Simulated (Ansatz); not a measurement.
# BeSeO4: the cost of one run

Computed with Ansatz 0.2.0 (DFT PBE, scalar-relativistic, plane waves, PAW, unless a step's input says otherwise).

## 1. The system as given

It takes space group P6_3mc (No. 186, hexagonal). Conventional cell: a = 5.319 Å, b = 5.319 Å, c = 8.680 Å, α = 90.00°, β = 90.00°, γ = 120.00°. Be (site symmetry 3m) is surrounded by 4 O at 1.62 Å. Se (site symmetry 3m) has 4 O at 1.63 Å as nearest neighbours. O (site symmetry 3m) has 1 Be at 1.62 Å and 1 Se at 1.63 Å as nearest neighbours. O (site symmetry m) has 1 Be at 1.62 Å and 1 Se at 1.63 Å as nearest neighbours.

Structure file:

```
Be Se O
1.0
     5.31866    0.00000    0.00000
    -2.65933    4.60610    0.00000
     0.00000    0.00000    8.68022
Be Se O
2 2 8
Cartesian
  2.6593 1.5354 0.6728
  0.0000 3.0707 5.0129
  2.6593 1.5354 3.9273
  0.0000 3.0707 8.2674
  2.6593 1.5354 2.2941
  2.6593 0.0052 0.1292
  1.3342 2.3004 0.1292
  3.9845 2.3004 0.1292
  -1.3251 2.3057 4.4693
  1.3251 2.3057 4.4693
  0.0000 4.6009 4.4693
  0.0000 3.0707 6.6342
```

The start is the relaxed end of an invented cell (made as: 4-connected net, bridging atoms on its edges, bridges bent (P6_3mc, No. 186)), taken up again for a closer look.

## 2. Probe: one point on a coarse mesh

Contents of input.yaml:

```yaml
crystal:
  lattice:
    - [5.3186627, 0.0, 0.0]
    - [-2.6593313, 4.606097, 0.0]
    - [0.0, 0.0, 8.6802249]
  atoms:
    - { symbol: Be, position: [0.6666667, 0.3333333, 0.077505] }
    - { symbol: Be, position: [0.3333333, 0.6666667, 0.577505] }
    - { symbol: Se, position: [0.6666667, 0.3333333, 0.452446] }
    - { symbol: Se, position: [0.3333333, 0.6666667, 0.952446] }
    - { symbol: O, position: [0.6666667, 0.3333333, 0.264294] }
    - { symbol: O, position: [0.500569, 0.001138, 0.014879] }
    - { symbol: O, position: [0.500569, 0.499431, 0.014879] }
    - { symbol: O, position: [0.998862, 0.499431, 0.014879] }
    - { symbol: O, position: [0.001138, 0.500569, 0.514879] }
    - { symbol: O, position: [0.499431, 0.500569, 0.514879] }
    - { symbol: O, position: [0.499431, 0.998862, 0.514879] }
    - { symbol: O, position: [0.3333333, 0.6666667, 0.764294] }
basis:
  ecutwfc: 420
kpoints:
  mp_grid: { grid: [6, 6, 2] }
hamiltonian:
  xc: pbe
scf:
  occupations: { method: gaussian, width: 0.1 }
  lower_state_search: "off"
output:
  forces: true
  stress: true
  eigenvalues: true
```

Command:

```bash
$ ansatz run input.yaml --threads 4 --pin off --max-ram 8192MiB --backend cpu --events-out ev --progress --plain --runs-dir out
```

What time and memory should one allow on 4 threads of Arm Neoverse V1, shared host?

About 4.1 s, with a peak of 0.59 GiB.
